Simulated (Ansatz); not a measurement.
**Ge started on an Al site and Ge started on an Al site in wurtzite AlN, 96 atoms, charge 0**

Wanted: geometry, formation energy and gap levels of the defect, compared across PBEsol, HSE06 and r²SCAN.

Method: density functional theory in Ansatz 0.2.0, PAW datasets, plane waves.

### Step 1. Starting point

96 atoms (46 Al, 2 Ge, 48 N); a = 9.341 Å, b = 10.787 Å, c = 9.967 Å, α = 90.00°, β = 90.00°, γ = 90.00°. All atoms were shaken off their sites by about 0.02 Å along each axis. Defect site 1: (0.500, 0.417, 0.498). Defect site 2: (0.333, 0.333, 0.248).

Steps to follow: (2) PBEsol relaxation at the single k point (¼, ¼, ¼), on 1 × NVIDIA H100 80GB HBM3 with 2 threads of AMD EPYC 7R13; (3) HSE06 single point at the single k point (¼, ¼, ¼), on 1 × NVIDIA H100 80GB HBM3 with 2 threads of AMD EPYC 7R13; (4) r²SCAN single point at the single k point (¼, ¼, ¼), on 1 × NVIDIA H100 80GB HBM3 with 2 threads of AMD EPYC 7R13.

### Step 2. Relaxing the atoms with PBEsol

in.yaml

```yaml
crystal:
  lattice:
    - [9.341448, 0.000000, 0.000000]
    - [0.000000, 10.786575, 0.000000]
    - [0.000000, 0.000000, 9.967057]
  atoms:
    - { symbol: Al, position: [0.168134, 0.082505, 0.250015] }
    - { symbol: Al, position: [0.167977, 0.082836, 0.747314] }
    - { symbol: Al, position: [0.999751, 0.332937, 0.247717] }
    - { symbol: Al, position: [0.995534, 0.331926, 0.749958] }
    - { symbol: Al, position: [0.502877, 0.082781, 0.249205] }
    - { symbol: Al, position: [0.496700, 0.081412, 0.750578] }
    - { symbol: Al, position: [0.332853, 0.336983, 0.750370] }
    - { symbol: Al, position: [0.165502, 0.584527, 0.249576] }
    - { symbol: Al, position: [0.166338, 0.583229, 0.746501] }
    - { symbol: Al, position: [0.002729, 0.836245, 0.248065] }
    - { symbol: Al, position: [0.999551, 0.834433, 0.748021] }
    - { symbol: Al, position: [0.836592, 0.087608, 0.247767] }
    - { symbol: Al, position: [0.829615, 0.085646, 0.751028] }
    - { symbol: Al, position: [0.666451, 0.331929, 0.247897] }
    - { symbol: Al, position: [0.667435, 0.336494, 0.746982] }
    - { symbol: Al, position: [0.501205, 0.583383, 0.249545] }
    - { symbol: Al, position: [0.498949, 0.582955, 0.749736] }
    - { symbol: Al, position: [0.334291, 0.833699, 0.247342] }
    - { symbol: Al, position: [0.333646, 0.836801, 0.750341] }
    - { symbol: Al, position: [0.838942, 0.584245, 0.244649] }
    - { symbol: Al, position: [0.831489, 0.584056, 0.749158] }
    - { symbol: Al, position: [0.667054, 0.832820, 0.246080] }
    - { symbol: Al, position: [0.668793, 0.831632, 0.749217] }
    - { symbol: Al, position: [0.999993, 0.167640, 0.498519] }
    - { symbol: Al, position: [0.001772, 0.170030, 0.995868] }
    - { symbol: Al, position: [0.336664, 0.167872, 0.498851] }
    - { symbol: Al, position: [0.331500, 0.165664, 0.996307] }
    - { symbol: Al, position: [0.167908, 0.419175, 0.497666] }
    - { symbol: Al, position: [0.166691, 0.420305, 0.998766] }
    - { symbol: Al, position: [0.000385, 0.662617, 0.497876] }
    - { symbol: Al, position: [0.002710, 0.667701, 0.998101] }
    - { symbol: Al, position: [0.667649, 0.165627, 0.500548] }
    - { symbol: Al, position: [0.664655, 0.166260, 0.993687] }
    - { symbol: Al, position: [0.499526, 0.416255, 0.001417] }
    - { symbol: Al, position: [0.332341, 0.667109, 0.499123] }
    - { symbol: Al, position: [0.331963, 0.668511, 0.995897] }
    - { symbol: Al, position: [0.163661, 0.916406, 0.498187] }
    - { symbol: Al, position: [0.167398, 0.917097, 0.998617] }
    - { symbol: Al, position: [0.835079, 0.417579, 0.499273] }
    - { symbol: Al, position: [0.831569, 0.419765, 0.997820] }
    - { symbol: Al, position: [0.664819, 0.662550, 0.503788] }
    - { symbol: Al, position: [0.672627, 0.665527, 0.997010] }
    - { symbol: Al, position: [0.499392, 0.919075, 0.499296] }
    - { symbol: Al, position: [0.502557, 0.914284, 0.003007] }
    - { symbol: Al, position: [0.832176, 0.912663, 0.499795] }
    - { symbol: Al, position: [0.832764, 0.918815, 0.997811] }
    - { symbol: Ge, position: [0.332991, 0.333653, 0.247395] }
    - { symbol: Ge, position: [0.499233, 0.415529, 0.500269] }
    - { symbol: N, position: [0.997609, 0.167076, 0.190081] }
    - { symbol: N, position: [0.002360, 0.170535, 0.691421] }
    - { symbol: N, position: [0.333596, 0.166805, 0.190130] }
    - { symbol: N, position: [0.332975, 0.166249, 0.690626] }
    - { symbol: N, position: [0.168629, 0.417112, 0.188589] }
    - { symbol: N, position: [0.167853, 0.416768, 0.690698] }
    - { symbol: N, position: [0.997573, 0.667366, 0.186760] }
    - { symbol: N, position: [0.999013, 0.664497, 0.687425] }
    - { symbol: N, position: [0.664746, 0.165225, 0.191418] }
    - { symbol: N, position: [0.666642, 0.165345, 0.692897] }
    - { symbol: N, position: [0.500208, 0.416859, 0.189492] }
    - { symbol: N, position: [0.501376, 0.415290, 0.687874] }
    - { symbol: N, position: [0.338221, 0.664264, 0.190024] }
    - { symbol: N, position: [0.336209, 0.666042, 0.689007] }
    - { symbol: N, position: [0.167403, 0.915326, 0.188174] }
    - { symbol: N, position: [0.167690, 0.918560, 0.690962] }
    - { symbol: N, position: [0.833152, 0.416921, 0.186984] }
    - { symbol: N, position: [0.830908, 0.416814, 0.686548] }
    - { symbol: N, position: [0.668513, 0.665142, 0.191404] }
    - { symbol: N, position: [0.668397, 0.665348, 0.687490] }
    - { symbol: N, position: [0.497337, 0.914674, 0.189385] }
    - { symbol: N, position: [0.498975, 0.917059, 0.688022] }
    - { symbol: N, position: [0.831720, 0.918609, 0.187934] }
    - { symbol: N, position: [0.834157, 0.917403, 0.689881] }
    - { symbol: N, position: [0.164212, 0.082575, 0.438463] }
    - { symbol: N, position: [0.165803, 0.085848, 0.942368] }
    - { symbol: N, position: [0.999466, 0.332645, 0.437883] }
    - { symbol: N, position: [0.000554, 0.330560, 0.940629] }
    - { symbol: N, position: [0.501817, 0.083926, 0.438990] }
    - { symbol: N, position: [0.497562, 0.086276, 0.939381] }
    - { symbol: N, position: [0.334239, 0.333790, 0.443229] }
    - { symbol: N, position: [0.331969, 0.333461, 0.941277] }
    - { symbol: N, position: [0.165380, 0.586135, 0.441142] }
    - { symbol: N, position: [0.165842, 0.583193, 0.940512] }
    - { symbol: N, position: [0.996362, 0.833547, 0.440602] }
    - { symbol: N, position: [0.999751, 0.833532, 0.940292] }
    - { symbol: N, position: [0.837740, 0.084430, 0.438869] }
    - { symbol: N, position: [0.831866, 0.081208, 0.938589] }
    - { symbol: N, position: [0.667016, 0.332572, 0.442014] }
    - { symbol: N, position: [0.663676, 0.333204, 0.938009] }
    - { symbol: N, position: [0.503006, 0.581513, 0.438667] }
    - { symbol: N, position: [0.505331, 0.584079, 0.940361] }
    - { symbol: N, position: [0.330923, 0.836063, 0.438886] }
    - { symbol: N, position: [0.333549, 0.830002, 0.939713] }
    - { symbol: N, position: [0.835329, 0.582731, 0.436763] }
    - { symbol: N, position: [0.834515, 0.583776, 0.939501] }
    - { symbol: N, position: [0.666111, 0.833738, 0.440505] }
    - { symbol: N, position: [0.664080, 0.830951, 0.942991] }
  symmetry: { detect: false }
kpoints:
  mp_grid: { grid: [1, 1, 1], shift: [0.25, 0.25, 0.25] }
hamiltonian:
  xc: pbesol
scf:
  occupations: { method: fermi_dirac, width: 0.01 }
relax:
  f_tol: 0.03
  max_steps: 80
  escape_saddle: false
  adjacent_minimum: "off"
output:
  forces: true
  eigenvalues: true
  populations: true
```

Launch:

```
> ansatz run in.yaml --threads 2 --pin off --max-ram 20900MiB --runs-dir r --events-out ev --progress --plain --backend cuda --devices 0, --max-vram 18GiB
```

The runs that follow: Single point with HSE06; r²SCAN single point.

Before running it: what results should come out? Wanted: for each run, formation energy; host gap; top filled to lowest empty.

As calculated:

| level | time | formation energy (eV) | host gap (eV) | top filled to lowest empty (eV) |
| --- | --- | --- | --- | --- |
| PBEsol, relaxation | 71 s (GPU) | 8.15 | 4.09 | 2.17 |
| HSE06 | 53 s (GPU) | 9.02 | 5.55 | 3.23 |
| r²SCAN | 9.8 s (GPU) | 9.27 | 4.81 | 2.62 |

| quantity | value |
| --- | --- |
| relaxation | 17 recorded steps, 2.88 eV gained |
| largest shift | 0.85 Å (N79) |

The relaxation lowers the energy by 2.88 eV; the largest shift is 0.85 Å (N79). The formation energy goes from 8.15 eV (PBEsol) to 9.27 eV (r²SCAN). The reservoirs are the elements' reference phases; where the defect changes the composition, the value depends on that choice. r²SCAN puts 1 localised level over 0.1 eV inside the gap, at 2.53 (filled) eV, the tightest of them shared by about 6 atoms. The price of HSE06 is about 5.4 times the time of r²SCAN here. The host's edges were read at Γ, so band-like levels at this k point need not coincide with them. Finite-cell errors of some tenths of an eV remain in such numbers.
